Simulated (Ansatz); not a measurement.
I need band-curvature effective masses by finite differences of MgS, space group F-43m. Use the Python package of Ansatz (0.2.0). Settings (first run): r2SCAN, PAW, cutoff 381 eV, 5×5×5 k-points, fixed occupations.

```cif
data_structure
_symmetry_space_group_name_H-M 'P 1'
_symmetry_Int_Tables_number 1
_cell_length_a 4.0066
_cell_length_b 4.0066
_cell_length_c 4.0066
_cell_angle_alpha 60.000
_cell_angle_beta 60.000
_cell_angle_gamma 60.000
_cell_volume 45.48
loop_
_atom_site_label
_atom_site_type_symbol
_atom_site_fract_x
_atom_site_fract_y
_atom_site_fract_z
_atom_site_occupancy
Mg1 Mg 0.00000 0.00000 0.00000 1
S1 S 0.75000 0.75000 0.75000 1
```

`mgs.py`:
```python
import argparse
import warnings

import ansatz as az
import numpy as np

parser = argparse.ArgumentParser(description="Effective masses of MgS by finite differences.")
parser.add_argument("--mesh", type=int, nargs=3, required=True, help="k-point sampling")
parser.add_argument("--scf-tol", type=float, required=True, help="SCF control")
parser.add_argument("--max-iterations", type=int, default=150, help="SCF control")
parser.add_argument("--filling", default="fixed", help="how the bands are filled")
args = parser.parse_args()


def main() -> None:
    warnings.simplefilter("ignore", az.DeckWarning)

    xtal = (
        az.Lattice.of([0.0, 2.83312, 2.83312], [2.83312, 0.0, 2.83312], [2.83312, 2.83312, 0.0])
        .atom("Mg", [0.0, 0.0, 0.0])
        .atom("S", [0.75, 0.75, 0.75])
    )

    job = (
        xtal.calculation()
        .functional(az.Functional.R2SCAN)
        .kpoints(*args.mesh, shift=0.5)
        .basis(28 * az.Ry, xc_grid=2)
        .scf(tolerance=args.scf_tol, max_iterations=args.max_iterations, lower_state_search="standard")
        .occupations(args.filling)
    )
    outcome = job.band_table().run()
    summary = outcome.report
    levels = np.array(summary["eigenvalues_ev"])
    filled = round(summary["n_electrons"] / 2)
    edges = {"top filled band": (filled - 1, levels[:, filled - 1].argmax()), "lowest empty band": (filled, levels[:, filled].argmin())}
    gap = levels[:, filled].min() - levels[:, filled - 1].max()
    print(f"gap on the mesh {gap:.3f} eV")
    if gap <= 0.05:
        print("no gap: band-edge masses have no meaning here")
        edges = {}
    reciprocal = 2 * np.pi * np.linalg.inv(outcome.lattice.cell_ang).T
    step = 0.03  # 1/A

    pairs = [(0, 1), (0, 2), (1, 2)]
    moves = [sign * axis for axis in np.eye(3) for sign in (-1, 1)]
    moves += [s1 * np.eye(3)[i] + s2 * np.eye(3)[j] for i, j in pairs for s1 in (1, -1) for s2 in (1, -1)]
    for name, (band, index) in edges.items():
        together = int(np.sum(np.abs(levels[index] - levels[index, band]) < 2e-3))
        print(name, "at k =", np.round(summary["kpoints_frac"][index], 4), f"E = {levels[index, band]:.4f} eV, degeneracy {together}")
        centre = np.array(summary["kpoints_frac"][index]) @ reciprocal
        points = [centre] + [centre + step * move for move in moves]
        table = job.band_structure(points, intervals=1, cartesian=True).run().band_structure().channels[0].eigenvalues_ev
        if together > 1:
            level = np.flatnonzero(np.abs(levels[index] - levels[index, band]) < 2e-3)
            along = (table[1, level] + table[2, level] - 2 * table[0, level]) / step ** 2
            print("  degenerate level, no single mass tensor; masses of its branches along x:", np.round(7.61996 / along, 3), "m_e")
            continue
        e = table[:, band]
        hessian = np.diag((e[1:7:2] + e[2:7:2] - 2 * e[0]) / step ** 2)
        for (i, j), (pp, pm, mp, mm) in zip(pairs, e[7:].reshape(3, 4)):
            hessian[i, j] = hessian[j, i] = (pp - pm - mp + mm) / (4 * step ** 2)
        curvatures, axes = np.linalg.eigh(hessian)
        slope = (e[2:7:2] - e[1:7:2]) / (2 * step)
        print("  slope (eV A):", np.round(slope, 3) + 0.0, "" if np.abs(slope).max() < 0.05 else "- no extremum here, so these are local curvatures and no band-edge masses")
        for curvature, axis in zip(curvatures, axes.T):
            print(f"  principal mass {7.61996 / curvature:8.3f} m_e along", np.round(axis, 2) + 0.0)


if __name__ == "__main__":
    main()
```

```console
$ python mgs.py --mesh 5 5 5 --scf-tol 1e-07
gap on the mesh 4.606 eV
top filled band at k = [0.1 0.1 0.1] E = 2.7832 eV, degeneracy 2
  degenerate level, no single mass tensor; masses of its branches along x: [-0.283  0.489] m_e
lowest empty band at k = [0.1 0.1 0.1] E = 7.3895 eV, degeneracy 1
  slope (eV A): [2.283 2.283 2.283] - no extremum here, so these are local curvatures and no band-edge masses
  principal mass    0.800 m_e along [-0.58 -0.58 -0.58]
  principal mass    0.332 m_e along [ 0.8  -0.53 -0.27]
  principal mass    0.332 m_e along [ 0.15  0.62 -0.77]
```

These settings explore the input space; cutoff and mesh may be short of convergence. The cutoff lies under the one recommended for these potentials. Semilocal gaps usually lie well under measured ones. The mesh has less symmetry than the crystal, which the program warned of. This mesh misses the zone centre, where many direct gaps lie, so the gap can be several times too large. This cell is a computed structure, which may not be the phase found in nature. Gaps and levels are Kohn-Sham values on a finite set of k-points. The masses are finite-difference curvatures at extrema found on a coarse mesh, which needn't be the true band edges; a step that is long against the gap makes them too heavy. Negative values are curvatures of valence bands (the hole mass is their size). Spin-orbit coupling is left out, and light masses scale with the Kohn-Sham gap. The script silences the warnings on its input, which a real study should read. Run time: 6.4 s on 1 thread of Arm Neoverse V2 (shared host), peak memory 0.35 GiB.

(Lines on the test bed's own set-up are left out of the output.)
